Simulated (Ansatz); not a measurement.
# SrMg3: the cost of one run

Method: DFT PBEsol, scalar-relativistic, plane waves, PAW, in Ansatz 0.2.0.

**1. The system as given**

It takes space group Pm-3m (No. 221, cubic). Conventional cell: a = 4.943 Å, b = 4.943 Å, c = 4.943 Å, α = 90.00°, β = 90.00°, γ = 90.00°. Around Sr (site symmetry m-3m) lie 12 Mg at 3.49 Å. Around Mg (site symmetry 4/mmm) lie 4 Sr at 3.49 Å and 8 Mg at 3.49 Å.

As a file:

```xyz
4
Lattice="4.9425 0.0000 0.0000 0.0000 4.9425 0.0000 0.0000 0.0000 4.9425" Properties=species:S:1:pos:R:3 pbc="T T T"
Sr    0.0000    0.0000    0.0000
Mg    2.4713    2.4713    0.0000
Mg    2.4713    0.0000    2.4713
Mg    0.0000    2.4713    2.4713
```

The structure comes from the Materials Project (structure only).

**2. A distortion that keeps the symmetry**

What differs from the listed cell: strain xx, yy, zz, yz, xz, xy = +2.6, +2.6, +2.6, +0.0, +0.0, +0.0 %.

Input file input.yaml:

```yaml
crystal:
  lattice:
    - [5.0725144338, 0.0, 0.0]
    - [0.0, 5.0725144338, 0.0]
    - [0.0, 0.0, 5.0725144338]
  atoms:
    - { symbol: Sr, position: [0.0, 0.0, 0.0] }
    - { symbol: Mg, position: [0.5, 0.5, 0.0] }
    - { symbol: Mg, position: [0.5, 0.0, 0.5] }
    - { symbol: Mg, position: [0.0, 0.5, 0.5] }
basis:
  ecutwfc: 420
kpoints:
  mp_grid: { grid: [8, 8, 8] }
hamiltonian:
  xc: pbesol
scf:
  occupations: { method: gaussian, width: 0.1 }
output:
  forces: true
  stress: true
  eigenvalues: true
```

The run is started by

```bash
ansatz run input.yaml --threads 1 --pin off --max-ram 1331MiB --backend cpu --events-out ev --progress --plain --runs-dir out
```

Q: Estimate wall time and peak memory on 1 thread of an Arm CPU, shared host.

About 5.3 s, with a peak of 0.38 GiB.
